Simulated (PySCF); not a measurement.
# H7NOSi2: the cost of one run

Computed with PySCF 2.14.0, with density-fitted response routines of our own, on a single molecule in the gas phase. Atoms count from 0, in the outputs and in this text.

## Step 1: Starting geometry

11 atoms, charge 0, multiplicity 1; geometry from: GFN2-xTB. The atoms were then displaced at random by about 0.01 Å, so the start is not that level's minimum.

Bonds of the start (Å): N0–Si1 1.70, Si1–Si2 2.28, Si2–O3 1.67, N0–H4 1.03, N0–H5 1.03, Si1–H6 1.49, Si1–H7 1.45, Si2–H8 1.47, Si2–H9 1.46, O3–H10 0.96.

## Step 2: Geometry optimisation at PBE0-D3(BJ)/def2-SVP

The job: settings as JSON, then the geometry in Å.

```
{"job": {"xc": "PBE0", "basis": "def2-SVP", "d3": "d3bj", "grid": 1, "shake": 0.01, "kind": "geom"}, "charge": 0, "multiplicity": 1}
N     -1.863330    -0.224510    -0.870460
Si    -0.795330    -0.127950     0.454330
Si     1.297160    -0.067300    -0.461450
O      2.479060     0.044780     0.719860
H     -1.773620     0.433290    -1.655040
H     -2.868460    -0.323440    -0.689640
H     -1.050110     1.009270     1.379380
H     -1.123570    -1.304880     1.243120
H      1.515320     1.071460    -1.361030
H      1.785520    -1.276560    -1.111700
H      2.435470     0.740000     1.376900
```

On the command line:

```sh
OMP_NUM_THREADS=1 python probes_run.py task.json out
```

This one command runs all jobs of the session in turn.

Q: Estimate the wall time and peak memory of this first job on 1 thread of Arm Neoverse V1, shared host.

About 30 s, with a peak of 0.41 GiB.
